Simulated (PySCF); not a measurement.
# C4H9Br (2-bromobutane): the cost of one run

Programs: PySCF 2.14.0, with density-fitted response routines of our own. Each step states its level of theory. These are calculated values for one molecule in the gas phase, unless marked as measured. Atoms count from 0, in the outputs and in this text.

### 1 The molecule as given

14 atoms, charge 0, multiplicity 1; geometry from: MMFF94s. The atoms were then displaced at random by about 0.03 Å, so the start is not that level's minimum.

Bonds of the start (Å): C0–C1 1.61, C1–C2 1.55, C2–C3 1.38, C2–Br4 1.95, C0–H5 1.02, C0–H6 1.14, C0–H7 1.09, C1–H8 1.03, C1–H9 1.08, C2–H10 1.14, C3–H11 1.09, C3–H12 1.15, C3–H13 1.24.

### 2 Geometry optimisation at PBE0-D3(BJ)/def2-SVP

Job settings and geometry (Å):

```
{"job": {"xc": "PBE0", "basis": "def2-SVP", "d3": "d3bj", "grid": 1, "shake": 0.03, "kind": "geom"}, "charge": 0, "multiplicity": 1}
C      1.976520    -0.255780     0.327380
C      0.599620    -0.032750    -0.473130
C     -0.681200     0.066910     0.401490
C     -1.806680    -0.037320    -0.389400
Br    -0.660820     1.778770     1.328560
H      1.859740    -1.038660     0.965370
H      2.163580     0.695480     0.925860
H      2.799010    -0.303390    -0.391600
H      0.511730    -0.875550    -1.066380
H      0.686100     0.851960    -1.088980
H     -0.626830    -0.698550     1.238180
H     -1.937880    -1.010010    -0.867360
H     -2.064220     0.770910    -1.169450
H     -2.838090     0.044150     0.287760
```

Run with:

```console
OMP_NUM_THREADS=1 python probes_run.py task.json out
```

This one command runs all jobs of the session in turn.

Q: Estimate the wall time and peak memory of this first job on 1 thread of Intel Xeon Platinum 8488C, shared host.

About 75 s, with a peak of 0.56 GiB.
